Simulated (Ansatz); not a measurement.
# SnNH5 (SMILES [NH2][SnH3]): one structure at several levels

Aim: energy, forces and dipole at a structure displaced at random from a GFN2-xTB minimum, from CCSD(T) and from density functionals.

Program: Ansatz 0.2.0, Gaussian basis. Level of theory: single points in def2-TZVPP. These are calculated values, not measurements.

Correlated methods freeze the cores. Filled d shells of the heavier atoms are correlated. Core potentials replace the inner electrons past krypton, and spin-orbit coupling is left out.

## 1. The starting structure

SMILES `[NH2][SnH3]`, 7 atoms, charge 0, spin multiplicity 1.

Atoms are counted from 1 here; the program's logs count them from 0.

Bond lengths: N1–Sn2 2.110 Å, N1–H3 0.957 Å, N1–H4 0.912 Å, Sn2–H5 1.835 Å, Sn2–H6 1.818 Å, Sn2–H7 1.443 Å. Angles: Sn2–N1–H3 118.7°, Sn2–N1–H4 106.3°, H3–N1–H4 110.7°, N1–Sn2–H5 96.2°, N1–Sn2–H6 106.4°, N1–Sn2–H7 107.7°, H5–Sn2–H6 112.1°, H5–Sn2–H7 111.6°, H6–Sn2–H7 119.8°.

Geometry (Å):

```xyz
7
H5NSn
N    -0.4106   -1.1873    0.0366
Sn    0.3258    0.7782   -0.1838
H    -0.0548   -1.8768   -0.5232
H    -0.3085   -1.4021    0.9168
H    -0.0995    0.9517   -1.9600
H    -0.7066    1.8363    0.8745
H     1.7534    0.7360    0.0193
```

## 2. CCSD(T)/def2-TZVPP

Contents of run/in.yaml:

```yaml
crystal:
  periodic: [false, false, false]
  atoms:
    - {symbol: N, position_ang: [-0.410600, -1.187300, 0.036600]}
    - {symbol: Sn, position_ang: [0.325800, 0.778200, -0.183800]}
    - {symbol: H, position_ang: [-0.054800, -1.876800, -0.523200]}
    - {symbol: H, position_ang: [-0.308500, -1.402100, 0.916800]}
    - {symbol: H, position_ang: [-0.099500, 0.951700, -1.960000]}
    - {symbol: H, position_ang: [-0.706600, 1.836300, 0.874500]}
    - {symbol: H, position_ang: [1.753400, 0.736000, 0.019300]}
basis:
  gaussian: {orbitals: def2-TZVPP}
correlation: {method: ccsd_t}
output: {forces: true}
```

No record of the launch command was kept for these runs.

## 3. PBE0-D4/def2-TZVPP

Changes to run/in.yaml since step 2:

```diff
@@ -12,3 +12,3 @@
   gaussian: {orbitals: def2-TZVPP}
-correlation: {method: ccsd_t}
-output: {forces: true}
+hamiltonian: {xc: pbe0, dispersion: d4}
+output: {forces: true, orbitals: {seedname: orbitals}}
```

## 4. wB97M-V/def2-TZVPP

Changes to run/in.yaml since step 3:

```diff
@@ -12,3 +12,3 @@
   gaussian: {orbitals: def2-TZVPP}
-hamiltonian: {xc: pbe0, dispersion: d4}
-output: {forces: true, orbitals: {seedname: orbitals}}
+hamiltonian: {xc: {name: wB97M-V}}
+output: {forces: true}
```

## 5. r2SCAN-D4/def2-TZVPP

Changes to run/in.yaml since step 4:

```diff
@@ -12,3 +12,3 @@
   gaussian: {orbitals: def2-TZVPP}
-hamiltonian: {xc: {name: wB97M-V}}
+hamiltonian: {xc: r2scan, dispersion: d4}
 output: {forces: true}
```

## 6. PBE-D4/def2-TZVPP

Changes to run/in.yaml since step 5:

```diff
@@ -12,3 +12,3 @@
   gaussian: {orbitals: def2-TZVPP}
-hamiltonian: {xc: r2scan, dispersion: d4}
+hamiltonian: {xc: pbe, dispersion: d4}
 output: {forces: true}
```

## 7. SPW92/def2-TZVPP

Changes to run/in.yaml since step 6:

```diff
@@ -12,3 +12,3 @@
   gaussian: {orbitals: def2-TZVPP}
-hamiltonian: {xc: pbe, dispersion: d4}
+hamiltonian: {xc: lda}
 output: {forces: true}
```

## 8. revPBE-D4/def2-TZVPP

Changes to run/in.yaml since step 7:

```diff
@@ -12,3 +12,3 @@
   gaussian: {orbitals: def2-TZVPP}
-hamiltonian: {xc: lda}
+hamiltonian: {xc: {name: revPBE}, dispersion: d4}
 output: {forces: true}
```

(Steps that only read results are left out.)

What does the calculation give? Wanted: energy less free atoms, CCSD(T)/def2-TZVPP; RMS force component; RMS force error; HOMO and LUMO, PBE0-D4; T1 diagnostic.

As calculated:

```
                                  quantity                                                                                           value
energy less free atoms, CCSD(T)/def2-TZVPP                                                                                  -1671.9 kJ/mol
                       RMS force component                                                            3.014 to 3.102 eV/Å over the methods
                           RMS force error  PBE0-D4 0.064, wB97M-V 0.053, r2SCAN-D4 0.073, PBE-D4 0.185, SPW92 0.183, revPBE-D4 0.209 eV/Å
                    HOMO and LUMO, PBE0-D4                                                                              -6.88 and -0.41 eV
                             T1 diagnostic                                                                                           0.013
```

**Reading.** Against CCSD(T) the functionals' energies less atoms differ by -289.1 to +6.2 kJ/mol, PBE-D4 by -35.6 kJ/mol. The reference is not at the basis limit: in triple zeta CCSD(T) underbinds, which counts against methods that bind more; the gaps are no ranking. The forces of wB97M-V come nearest to CCSD(T), those of revPBE-D4 are farthest. Frozen-core CCSD(T) forces in triple zeta carry basis errors of their own, and this is one geometry, so small gaps rank nothing.
